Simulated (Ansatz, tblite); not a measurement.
# The cluster GaSi₄: one state, many levels

One table from this session's results is given with a row withheld; the runs are named, their logs left out.

The runs use Ansatz 0.2.0, Gaussian basis; as each input shows.

The runs, in order: GFN1-xTB, GFN2-xTB, PBE-D4/def2-TZVP, r2SCAN-D4/def2-TZVP, BHLYP-D4/def2-TZVP, B3LYP-D4/def2-TZVP, PBE-D4/def2-SVP, PBE0-D4/def2-SVP, PBE0-D4/def2-TZVPD, PBE-D4/def2-TZVPD, r2SCAN-D4/def2-TZVPD, CCSD(T)/def2-TZVP, RPA/def2-TZVP.

2 further runs of the same task are left out: 2 set aside as unsound or not needed. Runs told in other sessions of the task aren't counted.

## The structure

The doublet was relaxed beforehand with B3LYP-D4/def2-SVP. At that level it is the lowest of the isomers that a small search found.

5 atoms, charge 0, spin multiplicity 2.

Bond lengths: Ga1–Si4 2.601 Å, Si2–Si3 2.300 Å, Si2–Si4 2.400 Å, Si3–Si5 2.340 Å, Si4–Si5 2.325 Å. Angles: Si3–Si2–Si4 117.3°, Si2–Si3–Si5 62.6°, Ga1–Si4–Si2 74.2°, Ga1–Si4–Si5 101.3°, Si2–Si4–Si5 61.3°, Si3–Si5–Si4 118.8°.

PBE0-D4/def2-TZVP was run before; its log isn't repeated, and its numbers join the tables.

Set-up of the first run:

Tight binding, by tblite at 300 K electronic temperature and without a spin-polarisation term:

```python
tblite.interface.Calculator('GFN1-xTB', numbers, positions, charge=0, uhf=1).singlepoint()
```

Tight binding, by tblite at 300 K electronic temperature and without a spin-polarisation term:

```python
tblite.interface.Calculator('GFN2-xTB', numbers, positions, charge=0, uhf=1).singlepoint()
```

start.molden holds the orbitals of an earlier run on this state, given as this run's starting guess.

File in.yaml:

```yaml
crystal:
  periodic: [false, false, false]
  atoms:
    - {symbol: Ga, position_ang: [-0.839300, -2.439124, 0.058306]}
    - {symbol: Si, position_ang: [-0.780056, 0.516295, 0.681736]}
    - {symbol: Si, position_ang: [1.077117, 1.618389, 1.471821]}
    - {symbol: Si, position_ang: [-0.661387, -0.392211, -1.536649]}
    - {symbol: Si, position_ang: [1.203626, 0.696651, -0.675204]}
basis:
  gaussian: {orbitals: def2-TZVP, initial_orbitals: start.molden}
magnetization: {spin_polarized: true, initial_magnetization: 1}
hamiltonian: {xc: pbe, dispersion: d4}
scf: {omitted_lower_state_checks: [starts]}
output: {orbitals: {seedname: orbitals}}
```

On the command line:

```sh
$ ansatz run in.yaml --threads 4 --pin off --events-out ev --progress --plain --max-ram 4787MiB
```

Among the steps run: PBE-D4/def2-TZVP; r2SCAN-D4/def2-TZVP; BHLYP-D4/def2-TZVP; B3LYP-D4/def2-TZVP; PBE-D4/def2-SVP; PBE0-D4/def2-SVP; PBE0-D4/def2-TZVPD; PBE-D4/def2-TZVPD; r2SCAN-D4/def2-TZVPD; CCSD(T)/def2-TZVP; RPA/def2-TZVP.

One of the session's tables, all rows but one given; the rest of the session is left out.

It belongs to the step «Levels side by side». 

| level | HOMO (eV) | LUMO (eV) | gap (eV) |
| --- | --- | --- | --- |
| PBE-D4/def2-SVP | -4.83 | -4.17 | 0.65 |
| PBE-D4/def2-TZVP | -4.76 | -4.10 | 0.66 |
| PBE-D4/def2-TZVPD | -4.78 | -4.12 | 0.66 |
| r2SCAN-D4/def2-TZVP | -5.08 | -3.96 | 1.12 |
| r2SCAN-D4/def2-TZVPD | -5.08 | -3.96 | 1.12 |
| B3LYP-D4/def2-TZVP | -5.23 | -3.57 | 1.67 |
| PBE0-D4/def2-SVP | -5.62 | -3.53 | 2.09 |
| PBE0-D4/def2-TZVP | ? | ? | ? |
| PBE0-D4/def2-TZVPD | -5.54 | -3.44 | 2.10 |
| BHLYP-D4/def2-TZVP | -6.04 | -2.61 | 3.43 |

Estimate the missing values for PBE0-D4/def2-TZVP.

The run gave: HOMO (eV): -5.54; LUMO (eV): -3.43; gap (eV): 2.11.

Limits of these values: † marks a level with a doubtful state (flagged, unstable or spin-contaminated). Notes on CCSD(T)/def2-TZVP: spin contamination.
